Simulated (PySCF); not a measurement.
# H4Hg2 (Hg2(H)2(H)2): the cost of one run

Computed with PySCF 2.14.0. Level: B3LYP, Hg def2-SVP with ECP60, H def2-SVP; scalar-relativistic core potentials, no spin–orbit coupling.

3 further runs of the same task are left out: 2 for a known fault of the program, 1 that didn't finish.

## 1. The system as given

6 atoms, charge 0, spin multiplicity 1.

Bond lengths: Hg1–H4 1.668 Å, Hg1–H5 1.662 Å, Hg2–H3 1.668 Å, Hg2–H6 1.662 Å. Angles: H4–Hg1–H5 179.5°, H3–Hg2–H6 179.5°.

As a file:

```xyz
6
charge 0, multiplicity 1
Hg   -0.6485    0.0000    1.9732
Hg    0.6485    0.0000   -1.9732
H     1.6048    0.0000   -0.6060
H    -1.6048    0.0000    0.6060
H     0.2926    0.0000    3.3429
H    -0.2926    0.0000   -3.3429
```

Formal oxidation states: Hg +2. An earlier session relaxed this geometry at B3LYP, Hg def2-SVP with ECP60, H def2-SVP (singlet, point group C2h).

Its energy there is -309.411787 Eh.

## 2. Atoms moved at random, σ = 0.03 Å

Input file run.py (the lines that set the calculation):

```python
mol = gto.M(atom='''
Hg    -0.65097    -0.00850     1.96429
Hg     0.68895     0.01030    -2.01841
H      1.61041     0.01511    -0.58422
H     -1.62799    -0.00454     0.61069
H      0.29300    -0.02118     3.39216
H     -0.31338     0.00882    -3.36450''',
    basis={'Hg': 'def2-SVP', 'H': 'def2-SVP'},
    ecp={'Hg': 'def2-SVP'},
    charge=0, spin=0)
mf = dft.RKS(mol, xc='B3LYP')
mf.grids.atom_grid = (50, 194)
mf = mf.density_fit()  # fitting sets: Hg def2-universal-JKFIT, H def2-universal-JKFIT
mf.conv_tol = 1e-08; mf.max_cycle = 55
mf.kernel(dm0)  # dm0: the density of the relaxed state
```

Started as:

```bash
OMP_NUM_THREADS=2 python run.py
```

**Question.** How long does this run take on 2 threads of Arm Neoverse V2, shared host?

About 1.9 s.
